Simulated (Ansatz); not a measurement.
Task: vertical spin-state energies of H₅NSiTe, SMILES N[SiH2][TeH], with Ansatz 0.2.0 through its Python package. Give the script and its output. Settings (for the species named): r2SCAN, def2-SVPD basis, multiplicity 1.

```
atom    x (Å)    y (Å)    z (Å)
   N  -1.0568   0.2590  -0.6670
  Si   0.4997   0.3793   0.0983
  Te   1.1374  -1.8907   0.8348
   H  -0.9282  -0.2935  -1.5252
   H  -1.3164   1.2586  -1.0432
   H   0.4421   1.2975   1.2594
   H   1.5180   0.8927  -0.8605
   H  -0.2036  -1.9600   1.8476
```

`spin_h5nsite.py`:
```python
# -*- coding: utf-8 -*-
"""Vertical spin-state energies of H5NSiTe."""

import ansatz as az
from ase import Atoms


def main():
    atoms = Atoms(["N", "Si", "Te", "H", "H", "H", "H", "H"], positions=[
        (-1.0568, 0.259, -0.667),
        (0.4997, 0.3793, 0.0983),
        (1.1374, -1.8907, 0.8348),
        (-0.9282, -0.2935, -1.5252),
        (-1.3164, 1.2586, -1.0432),
        (0.4421, 1.2975, 1.2594),
        (1.518, 0.8927, -0.8605),
        (-0.2036, -1.96, 1.8476),
    ])
    system = az.Crystal.molecule_from_ase(atoms)

    setup = system.calculation()
    setup = setup.basis(gaussian="def2-SVPD")
    setup = setup.functional("r2scan")
    found = {}
    for unpaired in [0, 2]:
        data = setup.spin("collinear", total=unpaired).run(threads=1, backend="cpu").report
        s = unpaired / 2
        found[unpaired] = data["free_energy_ev"]
        print(f"2S+1 = {unpaired + 1}: E = {found[unpaired]:.5f} eV, <S^2> = {abs(data['mean_field']['state']['spin_squared']):.3f} (pure state {s * (s + 1):.2f})")
    lowest = min(found, key=found.get)
    for unpaired, e in found.items():
        print(f"multiplicity {unpaired + 1}: {(e - found[lowest]):.3f} eV above the lowest")


if __name__ == "__main__":
    main()
```

```console
$ python spin_h5nsite.py
2S+1 = 1: E = -16740.83676 eV, <S^2> = 0.000 (pure state 0.00)
2S+1 = 3: E = -16736.88467 eV, <S^2> = 2.009 (pure state 2.00)
multiplicity 1: 0.000 eV above the lowest
multiplicity 3: 3.952 eV above the lowest
```

In order: multiplicity 1 (+0.00 eV) and multiplicity 3 (+3.95 eV), all at the one geometry.

Notes:
- Total energies depend on the basis set; only differences at equal settings carry meaning.
- The geometry is a force-field or estimated start, not a minimum of this method, and the basis set is short of its limit. All parts are taken at fixed geometry, without zero-point energy.
- def2 sets replace the cores of elements past krypton by effective core potentials.
- Spin-orbit coupling, which mixes and shifts the spin states of heavy atoms, is left out.
- Hardware and time: 34 s on 1 thread of Intel(R) Xeon(R) Processor @ 2.30GHz, on a shared host, peak memory 0.4 GiB.
